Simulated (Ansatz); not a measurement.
# Li3Pt: the cost of one run

Program: Ansatz 0.2.0. Level of theory: DFT PBEsol, scalar-relativistic, plane waves, PAW. These are calculated values, not measurements.

### Step 1. Starting point

The structure is cubic, space group Fm-3m (No. 225). Conventional cell: a = 6.015 Å, b = 6.015 Å, c = 6.015 Å, α = 90.00°, β = 90.00°, γ = 90.00°. Li (site symmetry -43m) is surrounded by 4 Li at 2.60 Å and 4 Pt at 2.60 Å. Around Li (site symmetry m-3m) lie 8 Li at 2.60 Å. Pt (site symmetry m-3m) has 8 Li at 2.60 Å as nearest neighbours.

As a file:

```cif
data_structure
_symmetry_space_group_name_H-M 'Fm-3m'
_symmetry_Int_Tables_number 225
_cell_length_a 6.0148
_cell_length_b 6.0148
_cell_length_c 6.0148
_cell_angle_alpha 90.000
_cell_angle_beta 90.000
_cell_angle_gamma 90.000
_cell_volume 217.60
loop_
_atom_site_label
_atom_site_type_symbol
_atom_site_symmetry_multiplicity
_atom_site_Wyckoff_symbol
_atom_site_fract_x
_atom_site_fract_y
_atom_site_fract_z
_atom_site_occupancy
Li1 Li 8 c 0.75000 0.75000 0.75000 1
Li2 Li 4 a 0.00000 0.00000 0.00000 1
Pt1 Pt 4 b 0.00000 0.00000 0.50000 1
```

The structure comes from the Materials Project (structure only).

### Step 2. A change within a subgroup

What differs from the listed cell: strain xx, yy, zz, yz, xz, xy = +2.3, +2.3, +2.2, +4.0, +4.0, -6.0 %; atoms moved by 0.15 Å root mean square, at most 0.20 Å.

Input file input.yaml:

```yaml
crystal:
  lattice:
    - [-0.0602383466, 3.1965720712, 3.193564665]
    - [3.1965720712, -0.0602383466, 3.193564665]
    - [2.8959216714, 2.8959216714, 0.2404120532]
  atoms:
    - { symbol: Li, position: [0.252559266, 0.252559266, 0.2740598147] }
    - { symbol: Li, position: [0.7415670792, 0.7415670792, 0.778419508] }
    - { symbol: Li, position: [0.4797975483, 0.4797975483, 0.4819031569] }
    - { symbol: Pt, position: [0.0260761066, 0.0260761066, -0.0343824797] }
basis:
  ecutwfc: 420
kpoints:
  mp_grid: { grid: [10, 10, 12] }
hamiltonian:
  xc: pbesol
scf:
  occupations: { method: gaussian, width: 0.1 }
output:
  forces: true
  stress: true
  eigenvalues: true
  write_density: true
  write_potential: true
  elf: true
  volumetric_format: npy
```

Started as:

```console
> ansatz run input.yaml --threads 1 --pin off --max-ram 1331MiB --backend cpu --events-out ev --progress --plain --runs-dir out
```

Q: Estimate wall time and peak memory on 1 thread of an x86-64 CPU, shared host.

About 65 s, with a peak of 0.63 GiB.
